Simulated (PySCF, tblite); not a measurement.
# C₄H₉F₃OSi: geometry, infrared bands and NMR shifts

What infrared bands and NMR shifts should C₄H₉F₃OSi (`CCCOC(F)(F)[SiH2]F`) show?

Computed with tblite 0.8.0 and PySCF 2.14.0, with density-fitted response routines of our own, on a single molecule in the gas phase. Atoms are numbered from 0 throughout.

### Step 1. Starting geometry

18 atoms, charge 0, multiplicity 1; geometry from: force field or distance geometry start.

Bonds of the start (Å): C0–C1 1.54, C1–C2 1.52, C2–O3 1.44, O3–C4 1.44, C4–F5 1.35, C4–F6 1.37, C4–Si7 1.86, Si7–F8 1.60, C0–H9 1.10, C0–H10 1.09, C0–H11 1.08, C1–H12 1.08, C1–H13 1.10, C2–H14 1.09, C2–H15 1.10, Si7–H16 1.49, Si7–H17 1.51.

### Step 2. Geometry optimisation with GFN2-xTB

What the job is given:

```
{"job": {"kind": "relax", "xc": "GFN2-xTB", "basis": "xTB"}, "charge": 0, "multiplicity": 1}
C      3.115400    -0.030300     0.499100
C      1.787000     0.655300     0.150100
C      0.626900    -0.322100     0.234400
O     -0.568800     0.406700    -0.108800
C     -1.727000    -0.446300    -0.080200
F     -1.776200    -1.062400     1.125500
F     -1.506800    -1.432700    -1.004300
Si    -3.379600     0.338800    -0.436400
F     -3.731400     1.467500     0.645200
H      3.081500    -0.438500     1.519300
H      3.315200    -0.846700    -0.198300
H      3.926800     0.687500     0.442600
H      1.842400     1.088900    -0.834500
H      1.622200     1.489000     0.841600
H      0.765400    -1.131700    -0.475700
H      0.532100    -0.727500     1.256000
H     -3.434900     0.979100    -1.785200
H     -4.498900    -0.668100    -0.413200
```

Started as:

```sh
$ OMP_NUM_THREADS=1 python probes_run.py task.json out
```

This one command runs all jobs of the session in turn.

**Question.** This job is followed by: GFN2-xTB harmonic vibrations, gas phase; GIAO PBE0/pcSseg-1 NMR shielding, non-relativistic, gas phase. Predict these results of the whole session: strongest single infrared mode (GFN2-xTB); zero-point energy (GFN2-xTB); ¹³C shifts against TMS (PBE0/pcSseg-1); ¹H shifts against TMS (PBE0/pcSseg-1, means over atoms taken as alike); ¹⁷O shifts against H2O (PBE0/pcSseg-1); ¹⁹F shifts against CFCl3 (PBE0/pcSseg-1, means over atoms taken as alike); ²⁹Si shifts against TMS (PBE0/pcSseg-1).

**Answer**, as computed:

| quantity | value |
| --- | --- |
| strongest single infrared mode (GFN2-xTB) | 898 cm⁻¹, 291 km/mol |
| zero-point energy (GFN2-xTB) | 79.7 kcal/mol |
| ¹³C shifts against TMS (PBE0/pcSseg-1) | 133.4, 66.1, 26.1, 11.3 ppm |
| ¹H shifts against TMS (PBE0/pcSseg-1, means over atoms taken as alike) | 4.91, 4.15, 1.81, 1.03 ppm |
| ¹⁷O shifts against H2O (PBE0/pcSseg-1) | 125.0 ppm |
| ¹⁹F shifts against CFCl3 (PBE0/pcSseg-1, means over atoms taken as alike) | -98.8, -229.1 ppm |
| ²⁹Si shifts against TMS (PBE0/pcSseg-1) | -13.2 ppm |

**Reading.** The optimisation took 54 steps and gained 0.384 eV; among the close pairs (by a distance rule), O3–C4 changed most, from 1.439 to 1.338 Å. All 48 modes are real, so the xTB geometry is a minimum. The strongest single mode, at 898 cm⁻¹, moves mainly C4. Unscaled tight-binding wavenumbers are off by several per cent, some by more. Its intensities can rank the bands wrongly. At PBE0/pcSseg-1: The largest span, 210 ppm, is at F5, F6, where the paramagnetic term is -207 ppm.
